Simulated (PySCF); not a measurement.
# One shape, several levels: SnH2Cl (SMILES [Cl][SnH2])

Aim: a comparison of 6 runs (U-r2SCAN/STO-6G, U-wB97X-V/STO-6G, UB2PLYP/STO-6G, UCISD/STO-6G, ROCCSD(T)/STO-6G, UCCSD(T)/STO-6G) of SnH2Cl. The job is set up through a Python script.

The calculation is run with PySCF 2.14.0.

4 further runs of the same task are left out: 4 set aside as unsound or not needed.

## (1) The molecule

SnH2Cl has 4 atoms, charge 0, and is taken as a doublet. As SMILES, `[Cl][SnH2]`. One bond was lengthened or shortened from a relaxed shape.

Bond lengths: Cl1–Sn2 2.811 Å, Sn2–H3 1.723 Å, Sn2–H4 1.723 Å. Angles: Cl1–Sn2–H3 105.0°, Cl1–Sn2–H4 105.0°, H3–Sn2–H4 111.9°.

## (2) A single-point energy at U-r2SCAN/STO-6G (run 1)

The input, job.py:

```python
from pyscf import gto, dft

molecule = gto.M(
    atom=[
    ('Cl', (-2.335149, 0.514008, -0.622582)),
    ('Sn', (0.380000, -0.179600, -0.397100)),
    ('H', (0.412500, -1.500000, 0.709600)),
    ('H', (1.145500, 1.221000, 0.252100)),
],
    verbose=3,
    max_memory=1860,
    spin=1,
    basis='sto-6g',
    charge=0,
)

mf = dft.UKS(molecule, xc='r2scan')
mf.grids.level = 5
mf.conv_tol = 1e-10
mf.kernel()
if not mf.converged:
    mf = mf.newton().run(mf.mo_coeff, mf.mo_occ)

e_final = mf.e_tot
print('E(%s) = %.9f' % ('R2SCAN', e_final))
```

Command:

```console
$ OMP_NUM_THREADS=1 python job.py
```

What it wrote:

```text
WARN: HOMO -0.482031473027465 >= LUMO -0.482031473027451

converged SCF energy = -6456.48017226645  <S^2> = 0.75288358  2S+1 = 2.0028815
E(R2SCAN) = -6456.480172266
```

Wall time 20 s (1 thread of Arm Neoverse V1, shared host); peak memory 0.29 GiB.

## (3) The energy at U-wB97X-V/STO-6G (run 2)

The input, job.py:

```python
from pyscf import gto, dft

mol = gto.M(
    atom=[
    ('Cl', (-2.335149, 0.514008, -0.622582)),
    ('Sn', (0.380000, -0.179600, -0.397100)),
    ('H', (0.412500, -1.500000, 0.709600)),
    ('H', (1.145500, 1.221000, 0.252100)),
],
    verbose=3,
    max_memory=1860,
    spin=1,
    basis='sto-6g',
)

mf = dft.UKS(mol, xc='wb97x-v')
mf.conv_tol = 1e-10
mf.nlcgrids.level = 1
mf.grids.level = 5
mf.kernel()
if not mf.converged:
    mf = mf.newton().run(mf.mo_coeff, mf.mo_occ)

energy = mf.e_tot
print('E(%s) = %.9f' % ('WB97X-V', energy))
```

Command:

```console
$ OMP_NUM_THREADS=1 python job.py
```

What it wrote:

```text
WARN: HOMO -0.459217497906455 >= LUMO -0.459217497906454

converged SCF energy = -6455.95168742508  <S^2> = 0.75085722  2S+1 = 2.000857
E(WB97X-V) = -6455.951687425
```

Run time: 62 s. Hardware: 1 thread of Arm Neoverse V1, shared host; peak memory 0.29 GiB.

Run 3 isn't shown in full; the table further down has it.

## (4) The energy at UCISD/STO-6G (run 4)

The input, geometry.xyz:

```xyz
4
ClH2Sn
Cl    -2.335149     0.514008    -0.622582
Sn     0.380000    -0.179600    -0.397100
H      0.412500    -1.500000     0.709600
H      1.145500     1.221000     0.252100
```

The input, input.py:

```python
from pyscf import gto, scf, ci

mol = gto.Mole()
mol.atom = 'geometry.xyz'
mol.verbose = 4
mol.basis = 'sto-6g'
mol.max_memory = 1860
mol.spin = 1
mol.build()

calc0 = scf.UHF(mol)
calc0.conv_tol = 1e-10
calc0.kernel()
if not calc0.converged:
    calc0 = calc0.newton().run(calc0.mo_coeff, calc0.mo_occ)

cisd = ci.CISD(calc0, frozen=23)
cisd.kernel()
etot = cisd.e_tot
print('E = %.10f Eh' % etot)
```

Command:

```console
$ OMP_NUM_THREADS=1 python input.py
```

What it wrote:

```text
PySCF version 2.14.0

[INPUT] num. atoms = 4
[INPUT] num. electrons = 69
[INPUT] charge = 0
[INPUT] spin (= nelec alpha-beta = 2S) = 1
[INPUT] symmetry False subgroup None
[INPUT] Mole.unit = angstrom
[INPUT] Symbol           X                Y                Z      unit          X                Y                Z       unit  Magmom
[INPUT]  1 Cl    -2.335149000000   0.514008000000  -0.622582000000 AA   -4.412792070052   0.971334345835  -1.176509470084 Bohr   0.0
[INPUT]  2 Sn     0.380000000000  -0.179600000000  -0.397100000000 AA    0.718095927335  -0.339394811972  -0.750410244065 Bohr   0.0
[INPUT]  3 H      0.412500000000  -1.500000000000   0.709600000000 AA    0.779512026383  -2.834589186848   1.340949657991 Bohr   0.0
[INPUT]  4 H      1.145500000000   1.221000000000   0.252100000000 AA    2.164681275689   2.307355598094   0.476399956003 Bohr   0.0

nuclear repulsion = 195.805788448173
number of shells = 18
number of NR pGTOs = 228
number of NR cGTOs = 38
basis = sto-6g
ecp = {}

[... 73 lines left out ...]
converged SCF energy = -6453.48157428689  <S^2> = 0.75553451  2S+1 = 2.0055269
[... 1 line left out ...]
******** <class 'pyscf.ci.ucisd.UCISD'> ********
CISD nocc = (np.int64(12), np.int64(11)), nmo = (15, 15)
frozen orbitals 23
max_cycle = 50
direct = 0
conv_tol = 1e-09
max_cycle = 50
max_space = 12
lindep = 0
nroots = 1
Init t2, MP2 energy = -0.0333308936179523
UCISD converged
E(UCISD) = -6453.532115627601  E_corr = -0.0505413407166326
E = -6453.5321156276 Eh
```

Run time: 2.8 s. Hardware: 1 thread of Arm Neoverse V1, shared host; peak memory 0.12 GiB.

Run 5 isn't shown in full; the table further down has it.

## (5) The energy at UCCSD(T)/STO-6G (run 6)

The input, run.py:

```python
from pyscf import gto, cc

mol = gto.Mole()
mol.atom = '''
Cl    -2.335149     0.514008    -0.622582
Sn     0.380000    -0.179600    -0.397100
H      0.412500    -1.500000     0.709600
H      1.145500     1.221000     0.252100
'''
mol.spin = 1
mol.max_memory = 1860
mol.basis = 'sto-6g'
mol.verbose = 3
mol.charge = 0
mol.build()

hf = mol.UHF()
hf.conv_tol = 1e-10
hf.kernel()
if not hf.converged:
    hf = hf.newton().run(hf.mo_coeff, hf.mo_occ)

mycc = cc.CCSD(hf, frozen=23)
mycc.kernel()
e_t = mycc.ccsd_t()
etot = mycc.e_tot + e_t
print('Final energy', etot)
```

Command:

```console
$ OMP_NUM_THREADS=1 python run.py
```

What it wrote:

```text
converged SCF energy = -6453.48157428689  <S^2> = 0.75553451  2S+1 = 2.0055269
E(UCCSD) = -6453.533795563859  E_corr = -0.05222127697346923
UCCSD(T) correction = -0.000660523448249584
Final energy -6453.534456087307
```

Wall time 3 s (1 thread of Arm Neoverse V1, shared host); peak memory 0.13 GiB.

## (6) Overview of the runs

```csv
run,level,nlc grid,frozen core orbitals,energy (Eh),dipole moment (D) of the reference,HOMO energy (eV),LUMO energy (eV),wall time
1,U-r2SCAN/STO-6G,–,–,-6456.480172,4.72,-3.60,-1.43,20 s
2,U-wB97X-V/STO-6G,1,–,-6455.951687,5.11,-6.71,0.89,62 s
3,UB2PLYP/STO-6G,–,23,-6455.596043,5.15,-5.47,0.35,13 s
4,UCISD/STO-6G,–,23,-6453.532116,5.77,-7.17,3.18,2.8 s
5,ROCCSD(T)/STO-6G,–,23,-6453.534448,5.80,–,–,2.9 s
6,UCCSD(T)/STO-6G,–,23,-6453.534456,5.77,-7.17,3.18,3 s
```

## (7) Results

```
                                                         quantity           value
                                              run 6: total energy  -6453.53446 Eh
                      run 6: dipole moment (Hartree–Fock density)          5.77 D
run 6: HOMO energy (Hartree–Fock orbitals) (highest over α and β)        -7.17 eV
 run 6: LUMO energy (Hartree–Fock orbitals) (lowest over α and β)         3.18 eV
              run 6: correlation energy (23 core orbitals frozen)       -52.9 mEh
                                            run 6: (T) correction       -0.66 mEh
                         run 6: ⟨S²⟩ of the reference determinant           0.756
                                             run 6: T1 diagnostic           0.010
```

What this shows: Over runs 1, 2, 3 the dipole moment (its size) runs from 4.72 D (U-r2SCAN/STO-6G) to 5.15 D (UB2PLYP/STO-6G). A double hybrid's value is that of its SCF part. Totals of different functionals can't be ranked against each other. In runs 1, 2, 3, 4, 5, 6 the basis is minimal, so the values are rough. In runs 1, 2, 3, 4, 5, 6 relativity is left out where basis or elements ask for it. All runs together took 1.7 min, the longest 62 s.
